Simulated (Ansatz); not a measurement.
# ClH₃O₃Zr: shape, modes and thermochemistry

The task is to find a stationary geometry of ClH₃O₃Zr, check the end point by its vibrations and derive ideal-gas thermochemistry.

Program: Ansatz 0.2.0, Gaussian basis. Level of theory: RKS PBE0-D4/def2-TZVP. These are calculated values, not measurements.

Plan: relaxation at PBE0-D4/def2-TZVP; harmonic vibrations at the same level.

2 further runs of the same task are left out: 1 for a known fault of the program, 1 set aside as unsound or not needed.

**1. The starting structure**

8 atoms, charge 0, spin multiplicity 1.

Atoms are counted from 1 here; the program's logs count them from 0.

Bond lengths: O1–Zr2 1.871 Å, O1–H6 0.965 Å, Zr2–O3 1.875 Å, Zr2–O4 1.870 Å, Zr2–Cl5 2.284 Å, O3–H7 0.968 Å, O4–H8 0.964 Å. Angles: Zr2–O1–H6 130.7°, O1–Zr2–O3 109.2°, O1–Zr2–O4 110.1°, O1–Zr2–Cl5 112.4°, O3–Zr2–O4 109.8°, O3–Zr2–Cl5 100.2°, O4–Zr2–Cl5 114.6°, Zr2–O3–H7 120.0°, Zr2–O4–H8 131.0°.

The start is a GFN2-xTB geometry. Zr takes the def2 core potential; no spin-orbit term is included.

**2. Relaxation at PBE0-D4/def2-TZVP**

in.yaml reads:

```yaml
crystal:
  periodic: [false, false, false]
  atoms:
    - {symbol: O, position_ang: [-1.169070, 1.387350, 0.236090]}
    - {symbol: Zr, position_ang: [0.008600, 0.051540, -0.338080]}
    - {symbol: O, position_ang: [1.473690, -0.023610, 0.830140]}
    - {symbol: O, position_ang: [-0.861380, -1.603550, -0.371080]}
    - {symbol: Cl, position_ang: [1.069170, 0.605570, -2.283660]}
    - {symbol: H, position_ang: [-1.703300, 1.454250, 1.036480]}
    - {symbol: H, position_ang: [2.337910, 0.307220, 0.545130]}
    - {symbol: H, position_ang: [-1.155610, -2.178770, 0.344960]}
basis:
  gaussian: {orbitals: def2-TZVP}
hamiltonian: {xc: pbe0, dispersion: d4}
relax: {f_tol: 0.005, max_steps: 150}
```

Started as:

```bash
$ ansatz run in.yaml --threads 4 --pin off --events-out ev --progress --plain --max-ram 10444MiB
```

After this run come: Force constants and modes.

Q: Predict the results of all the runs planned. Wanted: point group; shift from the start; total energy; dispersion term; dipole moment; lowest, highest wavenumber; zero-point energy.

As calculated:

| quantity | value |
| --- | --- |
| point group | C3 |
| steps | 12 |
| shift from the start (rms) | 0.456 Å |
| total energy | -19993.1542 eV |
| dispersion term | -156 meV |
| dipole moment | 3.85 D |
| lowest, highest wavenumber | 101, 4009 cm⁻¹ |
| zero-point energy | 99.5 kJ/mol |
| entropy at 298.15 K | 397.6 J/(mol K) |

What this shows: The relaxed geometry lies 0.46 Å (rms) from the start; the bond that changed most is Zr2–Cl5, from 2.284 to 2.381 Å. No mode is imaginary: a true minimum at this level. The stiffest mode, 4009 cm⁻¹, is an O–H stretch, and 6 modes under 200 cm⁻¹ make the vibrational entropy uncertain. Harmonic hybrid wavenumbers usually lie a few per cent above measured fundamentals. The largest Mulliken charge, +1.69 e, sits on Zr2.
